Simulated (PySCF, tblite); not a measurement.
**C5H7F3OSi: geometry, infrared bands and NMR shifts**

What infrared bands and NMR shifts should C5H7F3OSi (`C=C1[C@@H](O[SiH2]F)[C@H]1C(F)F`) show?

Computed with tblite 0.8.0 and PySCF 2.14.0, with density-fitted response routines of our own, on a single molecule in the gas phase. Atoms count from 0, in the outputs and in this text.

### Step 1. The starting structure

17 atoms, charge 0, multiplicity 1; geometry from: force field or distance geometry start.

Bonds of the start (Å): C0–C1 1.33, C1–C2 1.52, C2–O3 1.37, O3–Si4 1.71, Si4–F5 1.69, C2–C6 1.51, C6–C7 1.50, C7–F8 1.38, C7–F9 1.38, C6–C1 1.46, C0–H10 1.08, C0–H11 1.10, C2–H12 1.09, Si4–H13 1.48, Si4–H14 1.47, C6–H15 1.10, C7–H16 1.13.

### Step 2. Optimising the geometry with GFN2-xTB

Job settings and geometry (Å):

```
{"job": {"kind": "relax", "xc": "GFN2-xTB", "basis": "xTB"}, "charge": 0, "multiplicity": 1}
C     -0.419100     2.494700     0.178200
C     -0.475300     1.201700    -0.115700
C      0.241400    -0.104600    -0.418000
O      0.966600    -0.539700     0.663000
Si     2.459900    -1.172700     0.123000
F      3.512000     0.089000    -0.279600
C     -1.266300    -0.009700    -0.343700
C     -1.878500    -0.788300     0.783400
F     -2.774400    -0.057300     1.536000
F     -0.973000    -1.448600     1.581600
H      0.494100     3.055600     0.262700
H     -1.384900     3.008100     0.333500
H      0.638600    -0.183400    -1.430300
H      3.057600    -2.060500     1.142300
H      2.161600    -1.900300    -1.117700
H     -1.885100     0.036600    -1.247700
H     -2.482300    -1.608500     0.287500
```

On the command line:

```console
OMP_NUM_THREADS=1 python probes_run.py task.json out
```

The driver reads the jobs from task.json and runs them one after another.

**Question.** This job is followed by: GFN2-xTB harmonic vibrations, gas phase; GIAO PBE0/pcSseg-1 NMR shielding, non-relativistic, gas phase. Predict these results of the whole session: strongest single infrared mode (GFN2-xTB); zero-point energy (GFN2-xTB); 13C shifts against TMS (PBE0/pcSseg-1); 1H shifts against TMS (PBE0/pcSseg-1); 17O shifts against H2O (PBE0/pcSseg-1); 29Si shifts against TMS (PBE0/pcSseg-1); 19F shifts against CFCl3 (PBE0/pcSseg-1).

The runs gave:

| quantity | value |
| --- | --- |
| strongest single infrared mode (GFN2-xTB) | 2354 cm⁻¹, 227 km/mol |
| zero-point energy (GFN2-xTB) | 69.0 kcal/mol |
| 13C shifts against TMS (PBE0/pcSseg-1) | 139.9, 121.8, 119.7, 53.8, 30.4 ppm |
| 1H shifts against TMS (PBE0/pcSseg-1) | 6.38, 6.30, 6.09, 4.98, 4.61, 4.47, 2.12 ppm |
| 17O shifts against H2O (PBE0/pcSseg-1) | 66.7 ppm |
| 29Si shifts against TMS (PBE0/pcSseg-1) | -28.7 ppm |
| 19F shifts against CFCl3 (PBE0/pcSseg-1) | -126.8, -139.5, -160.4 ppm |

In words: Over 268 steps the energy fell by 1.256 eV; of the close pairs, O3–Si4 changed most, 1.709 to 1.612 Å. No mode is imaginary among the 45: a minimum at this level. The strongest single mode, at 2354 cm⁻¹, moves mainly H14. GFN2-xTB is a fitted tight-binding method: band positions and strengths are rough. Its intensities can rank the bands wrongly. C1 (fully substituted alkene carbon) lies farthest downfield among carbon, at 139.9 ppm; an sp2 carbon of a C=C bond.
